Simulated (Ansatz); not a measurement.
# In3GaN2: the cost of one run

Computed with Ansatz 0.2.0 (DFT PBE, scalar-relativistic, plane waves, PAW, unless a step's input says otherwise).

1 further run of the same task is left out (it didn't finish).

## 1. The structure to begin with

Symmetry: P4/mmm, No. 123, tetragonal system. The conventional cell has a = 4.675 Å, b = 4.675 Å, c = 6.103 Å, α = 90.00°, β = 90.00°, γ = 90.00°. In (site symmetry mmm) has 2 In at 2.34 Å as nearest neighbours. In (site symmetry 4/mmm) is surrounded by 2 N at 1.60 Å. Ga (site symmetry 4/mmm) has 2 N at 1.45 Å as nearest neighbours. N (site symmetry 4mm) has 1 Ga at 1.45 Å and 1 In at 1.60 Å as nearest neighbours.

Structure file:

```
CELL_PARAMETERS angstrom
4.67485 0.00000 0.00000
0.00000 4.67485 0.00000
0.00000 0.00000 6.10318
ATOMIC_POSITIONS crystal
In 0.00000 0.50000 0.50000
In 0.50000 0.00000 0.50000
In 0.50000 0.50000 0.50000
Ga 0.50000 0.50000 0.00000
N 0.50000 0.50000 0.76253
N 0.50000 0.50000 0.23747
```

The cell is invented: random cell by space group and Wyckoff sites (P4/mmm, No. 123). The dimensions are guesses.

## 2. A first look at the guess

File input.yaml:

```yaml
crystal:
  lattice:
    - [4.67484686, 0.0, 0.0]
    - [0.0, 4.67484686, 0.0]
    - [0.0, 0.0, 6.10317616]
  atoms:
    - { symbol: In, position: [0.0, 0.5, 0.5] }
    - { symbol: In, position: [0.5, 0.0, 0.5] }
    - { symbol: In, position: [0.5, 0.5, 0.5] }
    - { symbol: Ga, position: [0.5, 0.5, 0.0] }
    - { symbol: "N", position: [0.5, 0.5, 0.76252677] }
    - { symbol: "N", position: [0.5, 0.5, 0.23747323] }
basis:
  ecutwfc: 420
kpoints:
  mp_grid: { grid: [4, 4, 4] }
hamiltonian:
  xc: pbe
scf:
  occupations: { method: gaussian, width: 0.1 }
  lower_state_search: "off"
output:
  forces: true
  stress: true
  eigenvalues: true
```

Command:

```console
$ ansatz run input.yaml --threads 1 --pin off --max-ram 2560MiB --backend cpu --events-out ev --progress --plain --runs-dir out
```

Q: Estimate wall time and peak memory on 1 thread of Arm Neoverse V1, shared host.

About 6.8 s, with a peak of 0.4 GiB.
